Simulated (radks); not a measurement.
**Nuclear size and the levels of Ag**

An exercise on one series of results from a longer session: the logs are not shown, and one member is left open.

Method: Dirac Kohn-Sham, relativistic LDA (MacDonald-Vosko exchange, VWN5 correlation), spin-unpolarised, spherical densities, finite nucleus. Code: radks (a radial shooting solver on a logarithmic mesh, Libxc functionals) version 1.

## The atom as given

* element: silver (Z = 47)
* charge: 0
* electrons: 47
* configuration: [Kr] 4d10 5s1
* nuclear rms radius: 4.5454 fm

Outer shells as boxes (Hund's rule):

Ag
```
[Kr] core
4d [↑↓][↑↓][↑↓][↑↓][↑↓]
5s [↑ ]
```

The first run:

The run's settings:

```text
Z 47
configuration [Kr] 4d10 5s1 5p0 6s0
relativity Dirac
functional lda_x_rel,vwn5
spin unpolarised
j_filling average
nucleus finite rms 4.5454 fm
c 137.035999084
```

Steps of the session up to this table: rms radius 4.5454 fm.

One table of the session follows, with a row left open; its other results are not shown here.

It belongs to the step «rms radius 4.5454 fm». Sizes of the orbitals, from the radial functions (bohr):

| level | <r> | outermost maximum (interpolated) | 90 % within | nodes |
| --- | --- | --- | --- | --- |
| 4s1/2 | 0.9126 | 0.823 | 1.33 | 3 |
| 4p1/2 | 0.9795 | 0.859 | 1.45 | 2 |
| 4p3/2 | ? | ? | ? | ? |
| 4d3/2 | 1.405 | 1.03 | 2.29 | 1 |
| 4d5/2 | 1.432 | 1.04 | 2.34 | 1 |
| 5s1/2 | 3.115 | 2.49 | 4.76 | 4 |
| 5p1/2 | 4.834 | 3.55 | 7.79 | 3 |
| 5p3/2 | 5.088 | 3.73 | 8.21 | 3 |

Q: Estimate the row for 4p3/2 from the others.

The run gave: <r>: 1.012; outermost maximum (interpolated): 0.885; 90 % within: 1.50; nodes: 2. In the column «<r>» it lies between 4p1/2 (0.9795) and 4d3/2 (1.405).
